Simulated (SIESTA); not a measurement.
Runs of SIESTA 5.4.2 on HfB. The structure is cubic, space group Fm-3m (No. 225). Conventional cell: a = 4.620 Å, b = 4.620 Å, c = 4.620 Å, α = 90.00°, β = 90.00°, γ = 90.00°. Hf (site symmetry m-3m) has 6 B at 2.31 Å as nearest neighbours. B (site symmetry m-3m) has 6 Hf at 2.31 Å as nearest neighbours. 

```csv
task,level,potentials or basis,cell,k mesh,optimiser,force tolerance,stress tolerance (GPa),hamiltonian tolerance,density-matrix tolerance,gap on the mesh (eV),pressure (GPa)
band structure,vdW-DF-C09,"PseudoDojo 0.4 standard (PBE files), DZP (energy shift 0.003 Ry; two zetas on semicore shells)",as given,10 × 10 × 10,-,-,-,-,-,none,26.6
relaxation of cell and atoms,PBEsol,"PseudoDojo 0.4 standard (PBEsol files), DZP (energy shift 0.003 Ry; two zetas on semicore shells)",relaxed,8 × 8 × 8,Broyden,0.01 eV/Å,0.05,-,-,none,0.0
band structure,vdW-DF,"PseudoDojo 0.4 standard (PBE files), DZP (energy shift 0.003 Ry; two zetas on semicore shells)",as given,10 × 10 × 10,-,-,-,-,-,none,36.9
band structure,vdW-DF-cx,"PseudoDojo 0.4 standard (PBE files), DZP (energy shift 0.003 Ry; two zetas on semicore shells)",as given,10 × 10 × 10,-,-,-,-,-,none,(a)
```

Alike in all rows: no spin polarisation; smearing fermi-dirac 0.05 eV; grid cutoff 800 Ry; energy shift 0.003 Ry.

Problem. Fill in the values left out.

Solution. (a) 27.3.

Caveats: short orbitals over semicore shells can move pressures by several GPa; the basis of atomic orbitals isn't converged, which shifts pressures, moduli and gaps; the potentials were made for another functional, which shifts forces and pressure (some runs); spin-orbit coupling is left out, which moves the levels of the heavy elements (some runs); a pressure of tens of GPa on the cell as given is suspect, and the run, the potentials or the cell itself is likely at fault (some runs).

A k mesh can miss the band edges, and the runs leave out spin-orbit coupling on Hf.

A gap of «none» marks a metal or a gap under the smearing width.

Runs at the PBE level aren't shown here.
